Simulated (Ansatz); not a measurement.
# Al, 1 atoms: a single-point run with RPA energy on a GPU

Aim: the ground state of Al in a cell of 1 atom at the typed geometry, followed by RPA energy, and what it costs in time.

Program: Ansatz 0.2 early development. Level of theory: run time, RPA energy, PBE, NC. These are calculated values, not measurements.

## 1. The starting structure

It takes space group Fm-3m (No. 225, cubic). Conventional cell: a = 4.050 Å, b = 4.050 Å, c = 4.050 Å, α = 90.00°, β = 90.00°, γ = 90.00°. Al (site symmetry m-3m) is surrounded by 12 Al at 2.86 Å.

Coordinates:

```
Al
1.0
     0.00000    2.02500    2.02500
     2.02500    0.00000    2.02500
     2.02500    2.02500    0.00000
Al
1
Direct
  0.00000 0.00000 0.00000
```

## 2. The calculation

input.yaml

```yaml
# al12-rpa (own cell; AI-written)
crystal:
  lattice:
    - [0.00000, 2.02500, 2.02500]
    - [2.02500, 0.00000, 2.02500]
    - [2.02500, 2.02500, 0.00000]
  atoms:
    - { symbol: Al, position: [0.000000, 0.000000, 0.000000] }
kpoints:
  mp_grid: { grid: [12, 12, 12] }
hamiltonian:
  xc: pbe
  pseudopotentials: { kind: nc, accuracy: standard }
scf:
  occupations: { method: fermi_dirac, width: 0.1 eV }
output:
  rpa_energy:
    n_empty_bands: 38
    ecut_chi_ladder: [64 eV, 80 eV, 100 eV]
    long_wavelength: mesh_fit
```

Command:

```sh
> ansatz run input --backend cuda --devices 0, --threads 36 --events-out ev
```

Q: Predict the outcome of this session. Wanted: free energy; electrons solved for; SCF passes in all; RPA correlation energy; exact exchange.

The runs gave:

```
                      quantity                                                                                value
time per pass of the first SCF                                                                              0.047 s
                   free energy                                                       -63.0788 eV (-63.0788 eV/atom)
          electrons solved for                                                                                    3
             SCF passes in all                                                                                    4
        RPA correlation energy                                                           -5.115 eV (-5.115 eV/atom)
                exact exchange                                                                           -18.187 eV
                     wall time  48 s (1 × NVIDIA GB300 with 36 threads of Arm Neoverse V2 (Grace), host not shared)
```

What this shows: The largest share of the engine's clock (99 %) was the work after the first SCF (RPA energy). The reported correlation energy lies 0.174 eV from that at the highest cutoff, which shows how much the extrapolation supplies.
